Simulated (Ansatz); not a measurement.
# Mg-Li random alloys: a few random alloy cells with their mixing energies

With the Python package of Ansatz (0.2.0).

The cells in order, each with its output:

In [1]:
```python
from collections import Counter
from dataclasses import dataclass
import csv
import warnings

import ansatz as az
import numpy as np
```

In [2]:
```python
@dataclass
class Settings:
    functional: str = "pbesol"
    vdw: str = "d3bjatm"
    cutoff: int = 320
    kspacing: float = 0.39
    occupations: str = "fermi_dirac"
    smearing_width: float = 0.1
```

In [3]:
```python
cfg = Settings()


def fcc(a_site, a):
    return (
        az.Lattice.fcc(a)
        .space_group(225)
        .atom(a_site, [0, 0, 0])
        .primitive()
    )
```

In [4]:
```python
A_FIRST, A_LAST = 4.53, 4.42
```

In [5]:
```python
def solve(name, crystal):
    calc = (
        crystal.calculation()
        .functional(cfg.functional, dispersion=cfg.vdw)
        .basis(cfg.cutoff, density_ratio=8)
        .accuracy("medium")
        .eigensolver("davidson")
        .kpoints(spacing=cfg.kspacing)
        .occupations(cfg.occupations, width=cfg.smearing_width)
        .band_table()
    )
    calc = calc.relax(force_tolerance=0.02, max_steps=40, fix_cell=["shape"])
    return calc.run(threads=1)


def volume_per_atom(outcome):
    return abs(np.linalg.det(outcome.lattice.cell_ang)) / len(outcome.lattice.sites)
```

In [6]:
```python
def counts(outcome):
    return Counter(site.symbol for site in outcome.lattice.sites)

warnings.simplefilter("ignore")
```

In [7]:
```python
phases = {"Mg": fcc("Mg", A_FIRST), "Li": fcc("Li", A_LAST)}
for k in [6]:
    a = A_FIRST + (A_LAST - A_FIRST) * k / 8
    supercell = fcc("Mg", a).supercell(2).resolved()
    for seed in [41, 8]:
        drawn = supercell.site_disorder().occupy("Mg", Mg=8 - k, Li=k).random(seed=seed)
        phases[f"Mg{8 - k}Li{k} seed {seed}"] = drawn.crystal
```

In [8]:
```python
done = {}
for name, crystal in phases.items():
    done[name] = solve(name, crystal)
    print(f"{name}: {done[name].report['energy_sigma0_ev']:.4f} eV, {len(done[name].lattice.sites)} atoms")
```
```text
Mg: -1912.3108 eV, 1 atoms
Li: -203.1640 eV, 1 atoms
Mg2Li6 seed 41: -5043.8865 eV, 8 atoms
Mg2Li6 seed 8: -5043.8313 eV, 8 atoms
```

In [9]:
```python
# mixing quantities against the straight line between the end members, both on this lattice
x = {name: counts(o)["Li"] / (counts(o)["Mg"] + counts(o)["Li"]) for name, o in done.items()}
first, last = min(x, key=x.get), max(x, key=x.get)
energy = {name: o.report["energy_sigma0_ev"] / len(o.lattice.sites) for name, o in done.items()}
volume = {name: volume_per_atom(o) for name, o in done.items()}
rows = []
for name in sorted(done, key=x.get):
    line = lambda table: (1 - x[name]) * table[first] + x[name] * table[last]
    rows.append((name, x[name], 1000 * (energy[name] - line(energy)), volume[name], 100 * (volume[name] / line(volume) - 1)))
with open("random_alloy.csv", "w", newline="") as handle:
    writer = csv.writer(handle)
    writer.writerow(["cell", "x(Li)", "E_mix (meV/atom)", "V (A^3/atom)", "excess V (%)"])
    writer.writerows([round(v, 4) if isinstance(v, float) else v for v in row] for row in rows)
print(open("random_alloy.csv").read())
```
```text
cell,x(Li),E_mix (meV/atom),V (A^3/atom),excess V (%)
Mg,0.0,0.0,21.676,0.0
Mg2Li6 seed 41,0.75,-35.1061,18.867,-2.5113
Mg2Li6 seed 8,0.75,-28.2096,18.5788,-4.0003
Li,1.0,0.0,18.5787,0.0
```

Caveats:
- These settings explore the input space; cutoff and mesh may be short of convergence.
- The cutoff lies under the one recommended for these potentials.
- Dispersion corrections can be off by several per cent in the lattices of metals, and by several GPa in the pressure at a fixed cell.
- For the metals among these phases the mesh is modest: differences between phases can be off by up to 40 meV an atom.
- Atoms and volume are relaxed with the cell's shape held, which in cells of lower than cubic symmetry can hide stresses and shift volumes.
- Cells of eight mixed sites are far from the random limit, and both end members stand on the same lattice, which need not be their own. Differences under about 40 meV an atom lie within the error of mesh and functional.
- The cells are prototypes set up for this calculation and needn't exist.
- The script silences warnings, which a real study should read.
- Run time: 96 s on 1 thread of Arm Neoverse N1 (shared host), peak memory 0.56 GiB.
